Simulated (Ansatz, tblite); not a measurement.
**Ga6N6 wurtzite hole sphere (Ga6N6): rung by rung**

One table from this session's results is given with a row withheld; the runs are named, their logs left out.

Program: Ansatz 0.2.0, Gaussian basis. Level of theory: as each input shows. These are calculated values, not measurements.

Levels to be run: GFN1-xTB, GFN2-xTB, PBE-D4/def2-SVP, r2SCAN-D4/def2-SVP, MP2/def2-SVP, RPA/def2-SVP.

9 further runs of the same task are left out: 7 that didn't finish, 2 set aside as unsound or not needed. Runs told in other sessions of the task aren't counted.

**The relaxed structure**

The singlet was relaxed beforehand with PBE-D4/def2-SVP.

12 atoms, charge 0, spin multiplicity 1.

Bond lengths: N1–Ga2 1.912 Å, N1–Ga3 2.039 Å, N1–Ga7 1.912 Å, Ga2–N4 2.039 Å, Ga2–N5 1.911 Å, Ga3–N4 1.911 Å, Ga3–N8 1.911 Å, N4–Ga6 1.911 Å, N5–Ga6 2.039 Å, N5–Ga10 1.911 Å, Ga6–N12 1.912 Å, Ga7–N8 2.039 Å, Ga7–N9 1.911 Å, N8–Ga11 1.911 Å, N9–Ga10 1.911 Å, N9–Ga11 2.039 Å, Ga10–N12 2.040 Å, Ga11–N12 1.912 Å. Angles: Ga2–N1–Ga3 82.4°, Ga2–N1–Ga7 103.7°, Ga3–N1–Ga7 82.4°, N1–Ga2–N4 95.5°, N1–Ga2–N5 135.9°, N4–Ga2–N5 95.4°, N1–Ga3–N4 95.5°, N1–Ga3–N8 95.5°, N4–Ga3–N8 135.9°, Ga2–N4–Ga3 82.4°, Ga2–N4–Ga6 82.4°, Ga3–N4–Ga6 103.7°, Ga2–N5–Ga6 82.4°, Ga2–N5–Ga10 103.8°, Ga6–N5–Ga10 82.4°, N4–Ga6–N5 95.4°, N4–Ga6–N12 136.0°, N5–Ga6–N12 95.5° and more.

PBE0-D4/def2-SVP was run before; its log isn't repeated, and its numbers join the tables.

Set-up of the first run:

Tight binding, by tblite at 300 K electronic temperature and without a spin-polarisation term:

```python
tblite.interface.Calculator('GFN1-xTB', numbers, positions, charge=0, uhf=0).singlepoint()
```

Tight binding, by tblite at 300 K electronic temperature and without a spin-polarisation term:

```python
tblite.interface.Calculator('GFN2-xTB', numbers, positions, charge=0, uhf=0).singlepoint()
```

start.molden holds the orbitals of an earlier run on this state, given as this run's starting guess.

File in.yaml:

```yaml
crystal:
  periodic: [false, false, false]
  atoms:
    - {symbol: N, position_ang: [-0.010857, -2.048141, -1.041390]}
    - {symbol: Ga, position_ang: [-1.510258, -0.865127, -0.962984]}
    - {symbol: Ga, position_ang: [-0.001286, -1.734490, 0.973633]}
    - {symbol: N, position_ang: [-1.770387, -1.015396, 1.054001]}
    - {symbol: N, position_ang: [-1.772756, 1.026547, -1.039014]}
    - {symbol: Ga, position_ang: [-1.496319, 0.874559, 0.975458]}
    - {symbol: Ga, position_ang: [1.496725, -0.874784, -0.975602]}
    - {symbol: N, position_ang: [1.773112, -1.026759, 1.039219]}
    - {symbol: N, position_ang: [1.769986, 1.015163, -1.053834]}
    - {symbol: Ga, position_ang: [0.001281, 1.734893, -0.973840]}
    - {symbol: Ga, position_ang: [1.509884, 0.864938, 0.962807]}
    - {symbol: N, position_ang: [0.010865, 2.048606, 1.041546]}
basis:
  gaussian: {orbitals: def2-SVP, initial_orbitals: start.molden}
hamiltonian: {xc: pbe, dispersion: d4}
scf: {omitted_lower_state_checks: [starts]}
output: {orbitals: {seedname: orbitals}}
```

Run with:

```
$ ansatz run in.yaml --threads 4 --pin off --events-out ev --progress --plain --max-ram 6963MiB
```

Steps of the session up to this table: PBE-D4/def2-SVP; r2SCAN-D4/def2-SVP; MP2/def2-SVP; RPA/def2-SVP.

One of the session's tables, all rows but one given; the rest of the session is left out.

It belongs to the step «Binding energy». 

| level | binding an atom (eV) |
| --- | --- |
| HF/def2-SVP | 1.047 |
| PBE-D4/def2-SVP | 3.347 |
| r2SCAN-D4/def2-SVP | 3.089 |
| PBE0-D4/def2-SVP | 3.087 |
| RPA/def2-SVP | 2.570 |
| MP2/def2-SVP | ? |

**Question.** Estimate the row for MP2/def2-SVP.

The run gave: binding an atom (eV): 2.988. In the column «binding an atom (eV)» it lies between RPA/def2-SVP (2.570) and PBE0-D4/def2-SVP (3.087).

Limits of these values: Free atoms were run apart at each level; binding is atoms less cluster, divided by the number of atoms, without zero-point or spin-orbit terms.
